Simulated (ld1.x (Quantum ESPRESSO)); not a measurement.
# Pseudopotential generation for In: PAW, PBEsol

Aim: build the potential from the settings below, then test how well it stands in for the atom: other configurations, scattering, ghost states and the plane-wave cutoff that it needs.

Program: ld1.x (Quantum ESPRESSO) 7.5. Reference atom: PBEsol, scalar-relativistic, spherical and spin-unpolarised. All values are calculated.

## (1) Starting point

Typed settings, in words:

| Item | Value |
| --- | --- |
| element | indium (In, Z = 49) |
| type | PAW |
| frozen core | [Kr] |
| valence charge | 13 |
| reference configuration | 4d10 5s1.5 5p1.5 |
| partial waves | 5s (bound): rcut 1.70, rcutus 2.25 bohr; 5s channel at 0.7 Ry: rcut 1.70, rcutus 2.25 bohr; 5p (bound): rcut 2.45, rcutus 3.30 bohr; 5p channel at 0.35 Ry: rcut 2.45, rcutus 3.30 bohr; 4d (bound): rcut 0.90, rcutus 1.05 bohr; 4d channel at 2.5 Ry: rcut 0.90, rcutus 1.05 bohr |
| local potential | all-electron potential smoothed inside 1.35 bohr (lloc = -1) |
| core correction | Bessel-smoothed model core, default radius (core density twice the valence density) |
| augmentation charge | PSQ, inside the norm-conserving radii |

An earlier all-electron run gives the scale for the radii.

All-electron outer shells of the reference configuration (PBEsol, scalar-relativistic, ld1.x):

```csv
shell,level (eV),outermost node (bohr),outermost maximum (bohr)
4s,-120.37,0.41,0.77
4p,-78.88,0.42,0.82
4d,-19.42,0.40,0.94
5s,-8.77,1.02,2.13
5p,-2.89,1.14,2.81
```

## (2) The generation run

File In.in:

```
 &input
   title='In', zed=49., rel=1, dft='PBESOL', iswitch=3,
   config='[Kr] 4d10 5s1.5 5p1.5',
   nld=3, rlderiv=3.60, eminld=-3.0, emaxld=5.0, deld=0.02
 /
 &inputp
   pseudotype=3, lpaw=.true., tm=.true., lloc=-1, rcloc=1.35,
   nlcc=.true., new_core_ps=.true.,
   which_augfun='PSQ', rmatch_augfun_nc=.true.,
   file_pseudopw='In.UPF', file_wfcaegen='ae.wfc', file_wfcncgen='nc.wfc', file_beta='beta', file_chi='chi', file_wfcusgen='us.wfc'
 /
6
5S  1  0   1.50   0.00  1.70  2.25  0.0
5S  1  0   0.00   0.70  1.70  2.25  0.0
5P  2  1   1.50   0.00  2.45  3.30  0.0
5P  2  1   0.00   0.35  2.45  3.30  0.0
4D  3  2  10.00   0.00  0.90  1.05  0.0
4D  3  2   0.00   2.50  0.90  1.05  0.0
 &test
   configts(1)='4d10 5s1.5 5p1.5'
 /
```

Started as:

```bash
$ ld1.x < In.in > In.out
```

What the program wrote to In.out (without the banner and most projector matrices):

```text
     Program LD1 v.7.5
     --------------------------- All-electron run ----------------------------

     In
     scalar relativistic calculation

     atomic number is 49.00
     dft =PBESOL   lsd =0 sic =0 latt =0  beta=0.20 tr2=1.0E-14
     Exchange-correlation= PBESOL
                           (   1   4  10   8   0   0   0)
     mesh =1241 r(mesh) = 100.30140 a.u. xmin = -7.00 dx = 0.01250
     1 Ry =  13.60569312 eV, c = 137.03599908

     n l     nl                  e(Ry)          e(Ha)          e(eV)
     1 0     1S 1( 2.00)     -2038.8787     -1019.4394    -27740.3586
     2 0     2S 1( 2.00)      -305.3503      -152.6751     -4154.5024
     2 1     2P 1( 6.00)      -274.1217      -137.0609     -3729.6158
     3 0     3S 1( 2.00)       -57.9750       -28.9875      -788.7906
     3 1     3P 1( 6.00)       -47.7502       -23.8751      -649.6744
     4 0     4S 1( 2.00)        -8.8471        -4.4236      -120.3712
     4 1     4P 1( 6.00)        -5.7979        -2.8989       -78.8841
     3 2     3D 1(10.00)       -31.8648       -15.9324      -433.5433
     4 2     4D 1(10.00)        -1.4277        -0.7138       -19.4246
     5 0     5S 1( 1.50)        -0.6447        -0.3223        -8.7713
     5 1     5P 1( 1.50)        -0.2126        -0.1063        -2.8922

     final scf error:  8.3E-15 reached in  26 iterations

     Etot =  -11757.708154 Ry,   -5878.854077 Ha, -159971.768968 eV

     Ekin =   12254.345088 Ry,    6127.172544 Ha,  166728.858685 eV
     Encl =  -28432.537414 Ry,  -14216.268707 Ha, -386844.378758 eV
     Eh   =    4734.002860 Ry,    2367.001430 Ha,   64409.390159 eV
     Exc  =    -313.518688 Ry,    -156.759344 Ha,   -4265.639053 eV

     normalization and overlap integrals

     s(1S/1S) =  1.000000  <r> =   0.0297  <r2> =    0.0012  r(max) =   0.0192
     s(2S/2S) =  1.000000  <r> =   0.1286  <r2> =    0.0195  r(max) =   0.1090
     s(2P/2P) =  1.000000  <r> =   0.1122  <r2> =    0.0154  r(max) =   0.0870
     s(3S/3S) =  1.000000  <r> =   0.3488  <r2> =    0.1392  r(max) =   0.3153
     s(3P/3P) =  1.000000  <r> =   0.3473  <r2> =    0.1400  r(max) =   0.3075
     s(4S/4S) =  1.000000  <r> =   0.8479  <r2> =    0.8143  r(max) =   0.7658
     s(4P/4P) =  1.000000  <r> =   0.9218  <r2> =    0.9727  r(max) =   0.8152
     s(3D/3D) =  1.000000  <r> =   0.3245  <r2> =    0.1251  r(max) =   0.2581
     s(4D/4D) =  1.000000  <r> =   1.1809  <r2> =    1.6758  r(max) =   0.9354
     s(5S/5S) =  1.000000  <r> =   2.5783  <r2> =    7.6297  r(max) =   2.1344
     s(5P/5P) =  1.000000  <r> =   3.6008  <r2> =   15.2892  r(max) =   2.8100

     ------------------------ End of All-electron run ------------------------

     --------------------- Generating PAW atomic setup --------------------

      Generating local potential from pseudized AE potential:
      Matching radius rcloc =   1.3500

      Local pseudo, rcloc= 1.361 Estimated cut-off energy=    13.57 Ry

      Computing core charge for nlcc:

       r > 0.68 : true rho core
      Core charge pseudized with two Bessel functions
      Integrated core pseudo-charge :  13.45
      Wfc-us  5S rcutus= 2.244  Estimated cut-off energy=     8.98 Ry
      Wfc-us  5S rcutus= 2.244  Estimated cut-off energy=    11.49 Ry
      Wfc-us  5P rcutus= 3.265  Estimated cut-off energy=     7.19 Ry
      Wfc-us  5P rcutus= 3.265  Estimated cut-off energy=     8.93 Ry
      Wfc-us  4D rcutus= 1.060  Estimated cut-off energy=   100.35 Ry
      Wfc-us  4D rcutus= 1.060  Estimated cut-off energy=   111.65 Ry

     Required augmentation: PSQ   radius:    3.300000

     Q pseudized with Bessel functions
     Expected ecutrho=     505.0422 due to l1=  2   l2=  2

     Estimated PAW energy = -404.974851 Ryd

     The PAW screened D coefficients
     1.98554     1.93066     0.00000     0.00000     0.00000     0.00000
     1.93066     1.88791     0.00000     0.00000     0.00000     0.00000
     0.00000     0.00000     0.50345     0.47198     0.00000     0.00000
     0.00000     0.00000     0.47198     0.44692     0.00000     0.00000
     0.00000     0.00000     0.00000     0.00000    -1.14055    -0.94104
     0.00000     0.00000     0.00000     0.00000    -0.94104    -0.76346

     The PAW descreened D coefficients (US)
     1.32397     1.17658     0.00000     0.00000     0.00000     0.00000
     1.17658     1.04225     0.00000     0.00000     0.00000     0.00000
     0.00000     0.00000     0.08680     0.05045     0.00000     0.00000
     0.00000     0.00000     0.05045     0.01514     0.00000     0.00000
     0.00000     0.00000     0.00000     0.00000    -1.18804    -0.94735
     0.00000     0.00000     0.00000     0.00000    -0.94735    -0.73751

     ------------------- End of pseudopotential generation -------------------

     [... the all-electron block is printed once more ...]


     Computing logarithmic derivative in   3.58568
     Computing logarithmic derivative in   3.58568
     Computing the partial wave expansion
     R is outside the sphere for l=    0 j= 0.00
     R is outside the sphere for l=    0 j= 0.00
     R is outside the sphere for l=    1 j= 0.00
     R is outside the sphere for l=    1 j= 0.00
     R is outside the sphere for l=    2 j= 0.00
     R is outside the sphere for l=    2 j= 0.00

     ---------------------- Testing the pseudopotential ----------------------

     In
     scalar relativistic calculation

     atomic number is 49.00   valence charge is 13.00
     dft = SLA  PW   PSX  PSC   lsd =0 sic =0 latt =0  beta=0.20 tr2=1.0E-14
     mesh =1241 r(mesh) = 100.30140 xmin = -7.00 dx = 0.01250

     n l     nl             e AE (Ry)        e PS (Ry)    De AE-PS (Ry)
     3 2     4D   1(10.00)       -1.42768       -1.42770        0.00002
     1 0     5S   1( 1.50)       -0.64468       -0.64468        0.00000
     2 1     5P   1( 1.50)       -0.21257       -0.21257        0.00000

     eps = 2.0E-15  iter =  4

     Etot =  -11757.708154 Ry,   -5878.854077 Ha, -159971.768968 eV
     Etotps =  -404.974979 Ry,    -202.487490 Ha,   -5509.965293 eV

     Ekin =     220.630906 Ry,     110.315453 Ha,    3001.836400 eV
     Encl =    -414.609221 Ry,    -207.304611 Ha,   -5641.045827 eV
     Ehrt =     102.521981 Ry,      51.260990 Ha,    1394.882608 eV
     Ecxc =    -313.518645 Ry,    -156.759323 Ha,   -4265.638473 eV
     (Ecc =     -30.039366 Ry,     -15.019683 Ha,    -408.706398 eV)

     ---------------------- End of pseudopotential test ----------------------
```

It took 1.7 s on 1 thread of Neoverse-V2, shared host. This counts the later configuration tests of the new file too.

All-electron and pseudo partial waves u(r) = r·R(r), from the program's wave files:

```
r (bohr)    5p AE   5p PS    5s AE   5s PS
   0.165   0.0652  0.0070   0.0555  0.0717
   0.330   0.0958  0.0276   0.1443  0.1435
   0.495  -0.1111  0.0605  -0.1883  0.2153
   0.660  -0.2234  0.1038  -0.3295  0.2867
   0.825  -0.2046  0.1551  -0.2407  0.3571
   0.990  -0.1095  0.2116  -0.0432  0.4253
   1.155   0.0128  0.2701   0.1704  0.4900
   1.320   0.1344  0.3280   0.3556  0.5493
   1.485   0.2426  0.3826   0.4979  0.6014
   1.650   0.3332  0.4317   0.5973  0.6442
   1.815   0.4058  0.4739   0.6595  0.6759
   1.980   0.4620  0.5082   0.6915  0.6951
   2.145   0.5036  0.5344   0.7004  0.7006
   2.310   0.5330  0.5527   0.6920  0.6920
   2.475   0.5520  0.5638   0.6712  0.6712
   2.640   0.5623  0.5686   0.6418  0.6418
   2.805   0.5656  0.5683   0.6068  0.6068
   2.970   0.5630  0.5638   0.5684  0.5684
   3.135   0.5557  0.5558   0.5284  0.5284
   3.300   0.5447  0.5447   0.4882  0.4882
   3.465   0.5306  0.5306   0.4485  0.4485
   3.630   0.5144  0.5144   0.4102  0.4102
   3.795   0.4964  0.4964   0.3736  0.3736
   3.960   0.4771  0.4771   0.3391  0.3391
   4.125   0.4571  0.4571   0.3068  0.3068
   4.290   0.4366  0.4366   0.2768  0.2768
```

## (3) Transferability test

File In.test.in:

```
 &input
   title='In', zed=49., rel=1, dft='PBESOL', iswitch=2,
   config='[Kr] 4d10 5s1.5 5p1.5'
 /
 &test
   file_pseudo='In.UPF', nconf=8,
   configts(1)='4d10 5s1.5 5p1.5',
   configts(2)='4d10 5s2 5p1',
   configts(3)='4d10 5s2 5p0',
   configts(4)='4d10 5s1 5p0',
   configts(5)='4d9 5s2 5p1',
   configts(6)='4d10 5s2 5p0.5',
   configts(7)='4d9 5s0 5p0',
   configts(8)='4d10 5s1 5p1'
 /
```

Started as:

```bash
$ ld1.x < In.test.in > In.test.out
```

In.test.out, the pseudopotential blocks, each with the warnings that came before it:

```text
     ---------------------- Testing the pseudopotential ----------------------

     In
     scalar relativistic calculation

     atomic number is 49.00   valence charge is 13.00
     dft =SLA  PW   PSX  PSC   lsd =0 sic =0 latt =0  beta=0.20 tr2=1.0E-14
     mesh =1241 r(mesh) = 100.30140 xmin = -7.00 dx = 0.01250

     n l     nl             e AE (Ry)        e PS (Ry)    De AE-PS (Ry)
     3 2     4D   1(10.00)       -1.42768       -1.42770        0.00002
     1 0     5S   1( 1.50)       -0.64468       -0.64468        0.00000
     2 1     5P   1( 1.50)       -0.21257       -0.21257        0.00000

     eps = 2.0E-15  iter =  4

     Etot =  -11757.708154 Ry,   -5878.854077 Ha, -159971.768967 eV
     Etotps =  -404.974979 Ry,    -202.487490 Ha,   -5509.965293 eV

     Ekin =     220.630906 Ry,     110.315453 Ha,    3001.836399 eV
     Encl =    -414.609221 Ry,    -207.304611 Ha,   -5641.045827 eV
     Ehrt =     102.521981 Ry,      51.260990 Ha,    1394.882608 eV
     Ecxc =    -313.518645 Ry,    -156.759323 Ha,   -4265.638473 eV
     (Ecc =     -30.039366 Ry,     -15.019683 Ha,    -408.706398 eV)

     ---------------------- End of pseudopotential test ----------------------

     ---------------------- Testing the pseudopotential ----------------------

     In
     [...]
     n l     nl             e AE (Ry)        e PS (Ry)    De AE-PS (Ry)
     3 2     4D   1(10.00)       -1.36641       -1.36644        0.00002
     1 0     5S   1( 2.00)       -0.60675       -0.60684        0.00009
     2 1     5P   1( 1.00)       -0.18510       -0.18500       -0.00011

     eps = 5.9E-15  iter = 14

     Etot =  -11757.921599 Ry,   -5878.960800 Ha, -159974.673041 eV
     Etotps =  -405.188327 Ry,    -202.594164 Ha,   -5512.868038 eV
     dEtot_ae =      -0.213445 Ry
     dEtot_ps =      -0.213348 Ry,   Delta E=      -0.000098 Ry

     [...]
     ---------------------- End of pseudopotential test ----------------------

     ---------------------- Testing the pseudopotential ----------------------

     In
     [...]
     n l     nl             e AE (Ry)        e PS (Ry)    De AE-PS (Ry)
     3 2     4D   1(10.00)       -1.91630       -1.91616       -0.00014
     1 0     5S   1( 2.00)       -1.10129       -1.10125       -0.00004
     2 1     5P   1( 0.00)       -0.61861       -0.61777       -0.00084

     eps = 2.2E-15  iter = 19

     Etot =  -11757.527606 Ry,   -5878.763803 Ha, -159969.312486 eV
     Etotps =  -404.794319 Ry,    -202.397159 Ha,   -5507.507277 eV
     dEtot_ae =       0.180548 Ry
     dEtot_ps =       0.180661 Ry,   Delta E=      -0.000113 Ry

     [...]
     ---------------------- End of pseudopotential test ----------------------

     ---------------------- Testing the pseudopotential ----------------------

     In
     [...]
     n l     nl             e AE (Ry)        e PS (Ry)    De AE-PS (Ry)
     3 2     4D   1(10.00)       -2.68521       -2.68596        0.00075
     1 0     5S   1( 1.00)       -1.74067       -1.74088        0.00021
     2 1     5P   1( 0.00)       -1.18630       -1.18526       -0.00104

     eps = 3.8E-15  iter = 12

     Etot =  -11756.110718 Ry,   -5878.055359 Ha, -159950.034744 eV
     Etotps =  -403.377146 Ry,    -201.688573 Ha,   -5488.225668 eV
     dEtot_ae =       1.597436 Ry
     dEtot_ps =       1.597833 Ry,   Delta E=      -0.000397 Ry

     [...]
     ---------------------- End of pseudopotential test ----------------------

     ---------------------- Testing the pseudopotential ----------------------

     In
     [...]
     n l     nl             e AE (Ry)        e PS (Ry)    De AE-PS (Ry)
     3 2     4D   1( 9.00)       -2.35158       -2.36847        0.01688  !
     1 0     5S   1( 2.00)       -1.28377       -1.28509        0.00132
     2 1     5P   1( 1.00)       -0.74677       -0.74638       -0.00039

     eps = 4.4E-15  iter = 21

     Etot =  -11756.077474 Ry,   -5878.038737 Ha, -159949.582443 eV
     Etotps =  -403.336432 Ry,    -201.668216 Ha,   -5487.671713 eV
     dEtot_ae =       1.630679 Ry
     dEtot_ps =       1.638548 Ry,   Delta E=      -0.007868 Ry

     [...]
     ---------------------- End of pseudopotential test ----------------------

     ---------------------- Testing the pseudopotential ----------------------

     In
     [...]
     n l     nl             e AE (Ry)        e PS (Ry)    De AE-PS (Ry)
     3 2     4D   1(10.00)       -1.62408       -1.62399       -0.00009
     1 0     5S   1( 2.00)       -0.84173       -0.84180        0.00007
     2 1     5P   1( 0.50)       -0.39024       -0.38992       -0.00033

     eps = 3.1E-15  iter = 14

     Etot =  -11757.778948 Ry,   -5878.889474 Ha, -159972.732176 eV
     Etotps =  -405.045627 Ry,    -202.522814 Ha,   -5510.926503 eV
     dEtot_ae =      -0.070795 Ry
     dEtot_ps =      -0.070648 Ry,   Delta E=      -0.000147 Ry

     [...]
     ---------------------- End of pseudopotential test ----------------------

     Warning: n=2, l=1 expected 0 nodes, found 1
     ---------------------- Testing the pseudopotential ----------------------

     In
     [...]
     n l     nl             e AE (Ry)        e PS (Ry)    De AE-PS (Ry)
     3 2     4D   1( 9.00)       -4.78372       -4.81280        0.02909  !
     1 0     5S   1( 0.00)       -3.31660       -3.32380        0.00720  !
     2 1     5P   1( 0.00)       -2.60200       -2.60200        0.00000

     eps = 8.5E-16  iter =  8

     Etot =  -11749.890334 Ry,   -5874.945167 Ha, -159865.402118 eV
     Etotps =  -397.140169 Ry,    -198.570085 Ha,   -5403.367271 eV
     dEtot_ae =       7.817819 Ry
     dEtot_ps =       7.834810 Ry,   Delta E=      -0.016991 Ry

     [...]
     ---------------------- End of pseudopotential test ----------------------

     ---------------------- Testing the pseudopotential ----------------------

     In
     [...]
     n l     nl             e AE (Ry)        e PS (Ry)    De AE-PS (Ry)
     3 2     4D   1(10.00)       -2.03110       -2.03120        0.00010
     1 0     5S   1( 1.00)       -1.17404       -1.17411        0.00006
     2 1     5P   1( 1.00)       -0.67864       -0.67864        0.00000

     eps = 5.7E-15  iter = 19

     Etot =  -11757.038556 Ry,   -5878.519278 Ha, -159962.658626 eV
     Etotps =  -404.305242 Ry,    -202.152621 Ha,   -5500.853048 eV
     dEtot_ae =       0.669598 Ry
     dEtot_ps =       0.669738 Ry,   Delta E=      -0.000140 Ry

     [...]
     ---------------------- End of pseudopotential test ----------------------
```

The tests as a table, with energies relative to 4d10 5s1.5 5p1.5. A star marks tests that logged a warning.

```tsv
valence configuration	charge	ΔE all-electron (eV)	error AE − PS (meV)
4d10 5s2 5p1	0	-2.904	-1.3
4d10 5s2 5p0	+1	2.456	-1.5
4d10 5s1 5p0	+2	21.734	-5.4
4d9 5s2 5p1	+1	22.187	-107
4d10 5s2 5p0.5	+0.5	-0.963	-2.0
4d9 5s0 5p0 *	+4	106.367	-231
4d10 5s1 5p1	+1	9.110	-1.9
```

## (4) Scattering by logarithmic derivatives

Taken from the files of the generation run. The phase is arctan(r·u′/u) with u = r·R, unwrapped, with energies in Ry. A pole is an energy at which the radial function vanishes at the test radius. The pseudo phase is shifted by a multiple of π to meet the all-electron one at the reference energy. Levels narrower than the energy grid can be missing from the poles. The last column is the largest difference on the grid between −1 and +1 Ry.

| channel | radius (bohr) | reference (Ry) | poles AE | poles PS | window around the reference with phases within 0.05 rad (Ry) | largest difference near zero (rad) |
| --- | --- | --- | --- | --- | --- | --- |
| s | 3.59 | -0.64 | -0.30, 3.59 | -0.30, 3.57 | the whole range | 0.000 |
| p | 3.59 | -0.21 | 0.48, 4.53 | -2.37, 0.48, 4.31 | above -2.4 | 0.000 |
| d | 3.59 | -1.43 | -1.42, 1.86 | -1.42, 1.86 | the whole range | 0.000 |

Phases (rad) along the scan:

```
E (Ry)    d AE    d PS    p AE    p PS
 -3.00   1.410   1.410   1.398   4.538
 -2.52   1.395   1.395   1.379   4.516
 -2.04   1.373   1.373   1.352   1.354
 -1.56   1.319   1.319   1.309   1.309
 -1.08  -1.812  -1.812   1.222   1.222
 -0.60  -1.885  -1.885   0.926   0.926
 -0.12  -2.033  -2.033  -0.971  -0.971
  0.36  -2.611  -2.611  -1.524  -1.524
  0.84  -4.173  -4.172  -1.672  -1.672
  1.32  -4.568  -4.568  -1.801  -1.802
  1.80  -4.700  -4.700  -2.072  -2.075
  2.28  -4.785  -4.785  -3.409  -3.454
  2.76  -4.877  -4.877  -4.359  -4.378
  3.24  -5.052  -5.052  -4.554  -4.567
  3.72  -5.910  -5.910  -4.636  -4.649
  4.20  -7.415  -7.416  -4.686  -4.702
  4.68  -7.670  -7.670  -4.724  -4.745
```

## (5) Plane-wave convergence, by spherical Bessel functions

This step uses the generator's waves and projectors in a separate script. Basis: spherical Bessel functions vanishing at 20 bohr, q² up to the cutoff; potential fixed at the reference.

All-electron valence levels (Ry): 5s -0.6447, 5p -0.2126, 4d -1.4277. The lowest levels of each channel (Ry) by cutoff; the last column sums, over occupied levels, occupation times the distance from the level at 400 Ry. A positive value at high cutoff is not a bound level.

```
cutoff (Ry)      s #1     s #2     p #1     p #2     d #1    f #1  Σ f·Δε (mRy)
          8   -0.6445  -0.0271  -0.2126   0.0238   0.0046  0.1004       14324.3
         15   -5.5027  -0.6446  -0.2126   0.0238  -0.1900  0.1004       12378.2
         30  -11.5761  -0.6447  -1.1448  -0.2126  -0.8063  0.1004        6215.1
         45  -12.3161  -0.6447  -2.1684  -0.2126  -1.2128  0.1004        2150.0
         70  -12.4357  -0.6447  -2.3657  -0.2126  -1.4107  0.1004         171.5
        100  -12.4396  -0.6447  -2.3776  -0.2126  -1.4271  0.1004           7.4
        160  -12.4398  -0.6447  -2.3779  -0.2126  -1.4277  0.1004           1.5
        180  -12.4398  -0.6447  -2.3779  -0.2126  -1.4277  0.1004           0.8
        230  -12.4398  -0.6447  -2.3779  -0.2126  -1.4278  0.1004           0.5
        400  -12.4398  -0.6447  -2.3779  -0.2126  -1.4278  0.1004           0.0
```

The sum stays within 10 mRy from 100 Ry and within 1 mRy from 180 Ry. The sum leaves out empty levels, which can need more. Ghost test: ghost states, bound below the all-electron valence or empty levels of the same l: s at -169.3 eV, p at -32.4 eV.

## (6) Results

| quantity | value |
| --- | --- |
| cutoffs for 10 and 1 mRy, occupied levels | 100 Ry and 180 Ry |
| bound ghosts | s at -169.25 eV, p at -32.35 eV |
| largest test error (AE − PS) | -231 meV, for 4d9 5s0 5p0 (this test logged a warning) |
| largest phase difference near zero energy, channels read | 0.000 rad |
| lowest eigenvalue of the overlap (Bessel basis) | 0.242 (s) |
| density cutoff estimated by the generator | 505 Ry |

In words: A bound ghost (s, p) makes it unfit for use: electrons can fall into a state that the atom doesn't have. By total energies transferability is fair for so large an energy: the largest error is 231 meV on 106.4 eV, for 4d9 5s0 5p0. That test lies far up in energy; among those under 40 eV, nearer to bonding, the largest error is 107 meV. By its cutoff, 100 Ry for the looser tolerance, it is hard. The slowest occupied level is 4d: taken alone it needs 100 Ry to come within 1 mRy, against 12 Ry for 5s. Near zero energy the phases of the channels with partial waves agree within 0.001 rad. The pseudo curves have a pole with no partner nearby in the atom's: p at -2.37 Ry. All of this concerns the isolated atom, not yet a solid.
